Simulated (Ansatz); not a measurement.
**C₆H₁₂HfO₃Si: basis-set convergence**

How large a basis does C₆H₁₂HfO₃Si need? Two functionals are run in growing sets.

The runs use Ansatz 0.2.0, Gaussian basis; one geometry, several basis sets.

Plan: PBE0-D4/def2-SVP; ωB97M-V/def2-SVP; PBE0-D4/def2-QZVPP; ωB97M-V/def2-QZVPP; the functionals' def2-TZVPP values are taken from earlier runs.

### 1 Structure used throughout

The geometry comes from an earlier relaxation with PBE0-D4 in a triple-zeta def2 set; it is a stationary point, not always the lowest conformer. Hf takes the def2 core potential; no spin-orbit term is included.

23 atoms, charge 0, spin multiplicity 1.

Atoms are counted from 1 here; the program's logs count them from 0.

Bond lengths: C1–O2 1.383 Å, C1–H12 1.098 Å, C1–H13 1.096 Å, C1–H14 1.096 Å, O2–Hf3 1.924 Å, Hf3–O4 1.946 Å, Hf3–O5 1.963 Å, Hf3–C6 2.553 Å, Hf3–C7 2.546 Å, Hf3–C8 2.544 Å, Hf3–C9 2.545 Å, Hf3–C11 2.537 Å, O4–H15 0.953 Å, O5–H16 0.954 Å, C6–C7 1.412 Å, C6–C11 1.406 Å, C6–H17 1.080 Å, C7–C8 1.410 Å and more. Angles: O2–C1–H12 111.3°, O2–C1–H13 110.7°, O2–C1–H14 110.7°, H12–C1–H13 107.9°, H12–C1–H14 108.0°, H13–C1–H14 108.1°, C1–O2–Hf3 163.5°, O2–Hf3–O4 103.3°, O2–Hf3–O5 106.2°, O2–Hf3–C6 126.0°, O2–Hf3–C7 94.8°, O2–Hf3–C8 87.7°, O2–Hf3–C9 112.7°, O2–Hf3–C11 141.0°, O4–Hf3–O5 106.6°, O4–Hf3–C6 125.1°, O4–Hf3–C7 142.0°, O4–Hf3–C8 114.8° and more.

### 2 PBE0-D4 in def2-SVP

Contents of in.yaml:

```yaml
crystal:
  periodic: [false, false, false]
  atoms:
    - {symbol: C, position_ang: [0.492693, 2.265249, -2.338035]}
    - {symbol: O, position_ang: [-0.229963, 1.763958, -1.270750]}
    - {symbol: Hf, position_ang: [-0.937882, 0.614264, 0.099851]}
    - {symbol: O, position_ang: [-0.466415, 1.537111, 1.746402]}
    - {symbol: O, position_ang: [-2.892406, 0.711103, -0.058861]}
    - {symbol: C, position_ang: [-1.348630, -1.896164, -0.111556]}
    - {symbol: C, position_ang: [-0.507284, -1.539200, -1.187588]}
    - {symbol: C, position_ang: [0.737176, -1.146571, -0.652841]}
    - {symbol: C, position_ang: [0.677872, -1.237619, 0.760978]}
    - {symbol: Si, position_ang: [2.036228, -0.844721, 1.959066]}
    - {symbol: C, position_ang: [-0.630019, -1.704713, 1.081234]}
    - {symbol: H, position_ang: [1.104318, 1.483931, -2.808341]}
    - {symbol: H, position_ang: [-0.178269, 2.673830, -3.102551]}
    - {symbol: H, position_ang: [1.162627, 3.068252, -2.009564]}
    - {symbol: H, position_ang: [-0.143306, 1.467224, 2.639758]}
    - {symbol: H, position_ang: [-3.534631, 1.416769, -0.070363]}
    - {symbol: H, position_ang: [-2.381375, -2.201709, -0.189242]}
    - {symbol: H, position_ang: [-0.774248, -1.553133, -2.234877]}
    - {symbol: H, position_ang: [1.586484, -0.799834, -1.225244]}
    - {symbol: H, position_ang: [1.453153, -0.384156, 3.248638]}
    - {symbol: H, position_ang: [2.913389, 0.218986, 1.404779]}
    - {symbol: H, position_ang: [2.871753, -2.043377, 2.239337]}
    - {symbol: H, position_ang: [-1.011254, -1.869533, 2.079770]}
basis:
  gaussian: {orbitals: def2-SVP}
hamiltonian: {xc: pbe0, dispersion: d4}
output: {orbitals: {seedname: orbitals}}
```

On the command line:

```
ansatz run in.yaml --threads 4 --pin off --events-out ev --progress --plain --max-ram 63488MiB --backend cpu
```

The runs that follow: ωB97M-V in def2-SVP; PBE0-D4 in def2-QZVPP; ωB97M-V in def2-QZVPP.

Q: Predict the results of all the runs planned. Wanted: PBE0-D4: double and triple zeta above quadruple; ωB97M-V: double and triple zeta above quadruple.

As calculated:

| quantity | value |
| --- | --- |
| PBE0-D4: double and triple zeta above quadruple | 18.38, 0.96 eV |
| ωB97M-V: double and triple zeta above quadruple | 18.85, 0.90 eV |

PBE0-D4 gains 17.42 eV from double to triple zeta, then 0.96 eV more. These are total energies; as a rule much of such shifts cancels in differences, which this series doesn't test. The LUMO of ωB97M-V is positive and keeps falling with the basis (1.81 to 0.83 eV): an unbound level that the basis holds in place.
